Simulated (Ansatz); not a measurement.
# C2H5AlN2O: the cost of one run

All numbers below are computed with Ansatz 0.2.0 (RKS PBE/def2-SVP).

## Step 1: The structure to begin with

Bond lengths: C1–N2 1.343 Å, N2–C3 1.460 Å, C3–O4 1.295 Å, C3–N5 1.463 Å, C3–Al6 1.938 Å, N5–Al6 1.950 Å, C1–H7 1.060 Å, C1–H8 1.071 Å, O4–H9 1.011 Å, N5–H10 1.033 Å, Al6–H11 1.621 Å. Angles (14 of 17 angles, heavy atoms first): C1–N2–C3 122.8°, N2–C3–O4 114.4°, N2–C3–N5 110.9°, N2–C3–Al6 118.6°, O4–C3–N5 113.8°, O4–C3–Al6 121.3°, N5–C3–Al6 68.3°, C3–N5–Al6 67.4°, C3–Al6–N5 44.2°, N2–C1–H7 118.2°, N2–C1–H8 116.8°, C3–O4–H9 109.7°, C3–N5–H10 112.6°, Al6–N5–H10 102.8°.

As a file:

```xyz
11

C     0.9858   -1.4185   -0.9904
N     0.5208   -0.1606   -1.0595
C    -0.4702    0.3695   -0.1280
O    -1.6620   -0.1130   -0.2832
N    -0.4252    1.8317   -0.0951
Al    0.1334    1.0283    1.5913
H     0.6057   -2.0518   -0.2304
H     1.6974   -1.7128   -1.7354
H    -1.7454   -0.9848    0.2229
H     0.4587    2.2112   -0.4728
H    -0.0337    0.9439    3.2012
```

## Step 2: Relaxing end A

The input, input.yaml:

```yaml
crystal:
  periodic: [false, false, false]
  atoms:
    - { symbol: C, position_ang: [0.9858, -1.4185, -0.9904] }
    - { symbol: "N", position_ang: [0.5208, -0.1606, -1.0595] }
    - { symbol: C, position_ang: [-0.4702, 0.3695, -0.128] }
    - { symbol: O, position_ang: [-1.662, -0.113, -0.2832] }
    - { symbol: "N", position_ang: [-0.4252, 1.8317, -0.0951] }
    - { symbol: Al, position_ang: [0.1334, 1.0283, 1.5913] }
    - { symbol: H, position_ang: [0.6057, -2.0518, -0.2304] }
    - { symbol: H, position_ang: [1.6974, -1.7128, -1.7354] }
    - { symbol: H, position_ang: [-1.7454, -0.9848, 0.2229] }
    - { symbol: H, position_ang: [0.4587, 2.2112, -0.4728] }
    - { symbol: H, position_ang: [-0.0337, 0.9439, 3.2012] }
basis:
  gaussian: { orbitals: def2-SVP }
hamiltonian:
  xc: pbe
relax:
  f_tol: 0.015
  max_steps: 40
```

The run is started by

```console
$ ansatz run input.yaml --threads 2 --pin off --max-ram 3072MiB --backend cpu --events-out ev --progress --plain --runs-dir out
```

**Question.** How long does this run take on 2 threads of AMD EPYC 9R45 (Zen 5), shared host, and how much memory does it need?

About 18 s, with a peak of 0.17 GiB.
